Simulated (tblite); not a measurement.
# C6H13N3Si: the cost of one run

Computed with tblite 0.8.0 and PySCF 2.14.0, with density-fitted response routines of our own, on a single molecule in the gas phase. Atoms count from 0, in the outputs and in this text.

**1. The starting structure**

23 atoms, charge 0, multiplicity 1; geometry from: force field or distance geometry start.

Bonds of the start (Å): C0–C1 1.52, C1–C2 1.48, C2–C3 1.38, C3–N4 1.33, N4–N5 1.32, N5–Si6 1.77, Si6–C7 1.86, Si6–C8 1.89, N5–N9 1.33, N9–C2 1.33, C0–H10 1.08, C0–H11 1.12, C0–H12 1.13, C1–H13 1.10, C1–H14 1.13, C3–H15 1.07, Si6–H16 1.48, C7–H17 1.09, C7–H18 1.11, C7–H19 1.13, C8–H20 1.10, C8–H21 1.09, C8–H22 1.13.

**2. Relaxing the molecule with GFN2-xTB**

Job settings and geometry (Å):

```
{"job": {"kind": "relax", "xc": "GFN2-xTB", "basis": "xTB"}, "charge": 0, "multiplicity": 1}
C     -3.692900    -0.578700     0.707100
C     -2.824300     0.643300     0.966800
C     -1.558900     0.606200     0.192800
C     -1.429400     1.160500    -1.067600
N     -0.170900     0.925000    -1.424900
N      0.492500     0.266500    -0.486400
Si     2.196700    -0.202600    -0.634900
C      3.406300     0.987400     0.116000
C      2.524300    -1.884700     0.167300
N     -0.377400     0.082400     0.501400
H     -3.157700    -1.519900     0.661200
H     -4.589200    -0.617500     1.379100
H     -4.138500    -0.368000    -0.304700
H     -3.352100     1.565500     0.686800
H     -2.633200     0.736300     2.071600
H     -2.207200     1.666600    -1.609300
H      2.493600    -0.386700    -2.073100
H      3.164200     2.033700    -0.075400
H      3.503500     0.732700     1.196900
H      4.428000     0.809900    -0.328900
H      3.408200    -2.292800    -0.354000
H      1.691300    -2.579400     0.017600
H      2.818200    -1.759100     1.250600
```

On the command line:

```bash
> OMP_NUM_THREADS=1 python probes_run.py task.json out
```

This one command runs all jobs of the session in turn.

Q: Estimate the wall time of this first job on 1 thread of AMD EPYC 9R14, shared host.

About 1.1 s.
